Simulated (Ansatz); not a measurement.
# CH4F2NNb: the cost of one run

All numbers are computed with the Python package of Ansatz 0.2.0. The levels of theory stand in the script.

## (1) Starting point

Bond lengths: C1–Nb2 2.153 Å, Nb2–N3 1.882 Å, Nb2–F4 2.006 Å, Nb2–F5 1.984 Å, C1–H6 1.080 Å, C1–H7 1.118 Å, C1–H8 1.162 Å, N3–H9 1.040 Å. Angles: C1–Nb2–N3 108.0°, C1–Nb2–F4 111.1°, C1–Nb2–F5 110.7°, N3–Nb2–F4 109.3°, N3–Nb2–F5 110.3°, F4–Nb2–F5 107.5°, Nb2–C1–H6 113.9°, Nb2–C1–H7 110.5°, Nb2–C1–H8 108.3°, H6–C1–H7 110.4°, H6–C1–H8 108.1°, H7–C1–H8 105.3°, Nb2–N3–H9 124.0°.

No structure file is read: the coordinates are typed or built in the script.

## (2) The code

File methods_ch4f2nnb.py:

```python
"""CH4F2NNb at several levels of theory."""

from pathlib import Path
import argparse

import ansatz as az
import numpy as np

parser = argparse.ArgumentParser(description="CH4F2NNb at several levels of theory.")
parser.add_argument("--basis-set", required=True, help="basis")
args = parser.parse_args()

GEOMETRY = """
C    -1.25000    0.08520   -0.34350
Nb    0.89870    0.05210   -0.20500
N     1.36280   -0.55550    1.51480
F     1.69070   -1.17860   -1.57750
F     1.64940    1.86160   -0.52020
H    -1.73900   -0.65960    0.26610
H    -1.57430   -0.00980   -1.40910
H    -1.62110    1.13240   -0.00230
H     0.67130   -0.77410    2.25970
"""

geometry = az.Crystal.molecule()
for line in GEOMETRY.strip().splitlines():
    symbol, *xyz = line.split()
    geometry = geometry.atom(symbol, [float(v) for v in xyz])

base = geometry.calculation().basis(gaussian=args.basis_set)

print("functional    E (Ha)        dipole (D)   HOMO (eV)  LUMO (eV)")
for name in ["r2scan0", "revpbe", "cam_b3lyp", "blyp"]:
    rep = base.functional(name).forces().orbitals().run(threads=1, pin="off", runs_dir="runs").report
    lines = Path(rep["orbitals_path"]).read_text().splitlines()
    field_of = lambda key: [line.split("=")[1].strip() for line in lines if line.startswith(key)]
    orbitals = [(27.211386 * float(e), s, float(n)) for e, s, n in zip(field_of("Ene="), field_of("Spin="), field_of("Occup="))]
    homo = max(e for e, _, n in orbitals if n > 0.5)
    lumo = min(e for e, _, n in orbitals if n < 0.5)
    dipole = 4.803205 * np.linalg.norm(rep["charge_distribution"]["dipole_moment_e_ang"])
    print(f"{name:10s} {rep['free_energy_ev'] / 27.211386246:14.6f} {dipole:9.3f} {homo:11.3f} {lumo:10.3f}")
```

## (3) The calls as engine input

The engine receives this input (first run):

```yaml
crystal:
  periodic: [false, false, false]
  atoms:
    - { symbol: C, position_ang: [-1.25, 0.0852, -0.3435] }
    - { symbol: Nb, position_ang: [0.8987, 0.0521, -0.205] }
    - { symbol: "N", position_ang: [1.3628, -0.5555, 1.5148] }
    - { symbol: F, position_ang: [1.6907, -1.1786, -1.5775] }
    - { symbol: F, position_ang: [1.6494, 1.8616, -0.5202] }
    - { symbol: H, position_ang: [-1.739, -0.6596, 0.2661] }
    - { symbol: H, position_ang: [-1.5743, -0.0098, -1.4091] }
    - { symbol: H, position_ang: [-1.6211, 1.1324, -0.0023] }
    - { symbol: H, position_ang: [0.6713, -0.7741, 2.2597] }
basis:
  gaussian:
    orbitals: def2-SVP
hamiltonian:
  xc: r2scan0
output:
  orbitals: {}
  forces: true
```

## (4) The run

The run is started by

```
$ python methods_ch4f2nnb.py --basis-set def2-SVP
```

What time and memory should one allow on 1 thread of Arm Neoverse V1, shared host?

About 26 s, with a peak of 0.32 GiB.
